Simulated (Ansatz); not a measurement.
Geometry optimisation, DFT PBE-D3(BJ), scalar-relativistic, plane waves, PAW in Ansatz.

Input:

```yaml
crystal:
  lattice:
    - [-3.351, -5.804102, 0.0]
    - [5.0265, -2.902051, 0.0]
    - [0.0, 0.0, 5.226]
  atoms:
    - { symbol: Zn, position: [0.50000003, 0.66666669, 0.5] }
    - { symbol: O, position: [0.50000002, 0.33333335, 0.375] }
    - { symbol: O, position: [0.50000003, 0.66666669, 0.875] }
    - { symbol: Zn, position: [0.25000002, 0.83333335, 0.0] }
    - { symbol: Zn, position: [0.25000001, 0.16666667, 0.5] }
    - { symbol: O, position: [0.25000002, 0.83333335, 0.375] }
    - { symbol: O, position: [0.25000001, 0.16666667, 0.875] }
    - { symbol: Zn, position: [1.0e-08, 0.33333334, 0.0] }
    - { symbol: Zn, position: [1.0e-08, 0.66666667, 0.5] }
    - { symbol: O, position: [1.0e-08, 0.33333334, 0.375] }
    - { symbol: O, position: [1.0e-08, 0.66666667, 0.875] }
    - { symbol: Zn, position: [0.75000004, 0.83333336, 0.0] }
    - { symbol: Zn, position: [0.50000002, 0.33333335, 0.0] }
    - { symbol: O, position: [0.75000004, 0.83333336, 0.375] }
    - { symbol: O, position: [0.75000003, 0.16666669, 0.875] }
basis:
  ecutwfc: 420.0
kpoints:
  mp_grid: { grid: [2, 2, 2] }
hamiltonian:
  xc: pbe
  dispersion: d3bj
  pseudopotentials: { kind: paw, azcp: { folder: soft_1 } }
scf:
  occupations: { method: gaussian, width: 0.02 }
  lower_state_search: "off"
relax:
  f_tol: 0.03
  max_steps: 60
  adjacent_minimum: "off"
```

Launched with:

```bash
$ ansatz run input.yaml --threads 1 --pin off --max-ram 3072MiB --backend cpu --events-out ev --progress --plain --runs-dir out
```

Question: Where does it end, and by what steps?

Answer: The forces met the threshold. Limits of this set-up: coarse k mesh, no spin, though dangling bonds at a vacancy may carry it, a small cell, in which the defect meets its images. After 5 steps the energy has fallen by 0.678 eV; O14 moved furthest, 0.30 Å.

```json
{"step": "0", "energy less start (eV)": "0.0000", "largest force component (eV/Å)": "1.133", "accepted": "yes"}
{"step": "1", "energy less start (eV)": "-0.3749", "largest force component (eV/Å)": "0.706", "accepted": "yes"}
{"step": "2", "energy less start (eV)": "-0.6567", "largest force component (eV/Å)": "0.260", "accepted": "yes"}
{"step": "3", "energy less start (eV)": "-0.6729", "largest force component (eV/Å)": "0.117", "accepted": "yes"}
{"step": "4", "energy less start (eV)": "-0.6778", "largest force component (eV/Å)": "0.032", "accepted": "yes"}
{"step": "5", "energy less start (eV)": "-0.6782", "largest force component (eV/Å)": "0.004", "accepted": "yes"}
```

```xyz
15
Lattice="-3.3510 -5.8041 0.0000 5.0265 -2.9021 0.0000 0.0000 0.0000 5.2260" Properties=species:S:1:pos:R:3
Zn 1.671 -4.836 2.571
O 0.242 -3.711 1.912
O 1.683 -4.836 4.576
Zn 3.337 -3.861 -0.029
Zn -0.004 -1.932 2.607
O 3.389 -3.892 1.993
O -0.012 -1.928 4.596
Zn 1.678 -0.938 -0.007
Zn 3.348 -1.931 2.571
O 1.659 -1.256 1.912
O 3.354 -1.942 4.576
Zn 1.710 -6.792 -0.020
Zn -0.024 -3.887 -0.007
O 1.418 -6.623 1.900
O -1.669 -4.841 4.820
```

Time of the run: 56 s on 1 thread of Arm Neoverse V2, with other jobs on the host, peak memory 0.46 GiB.
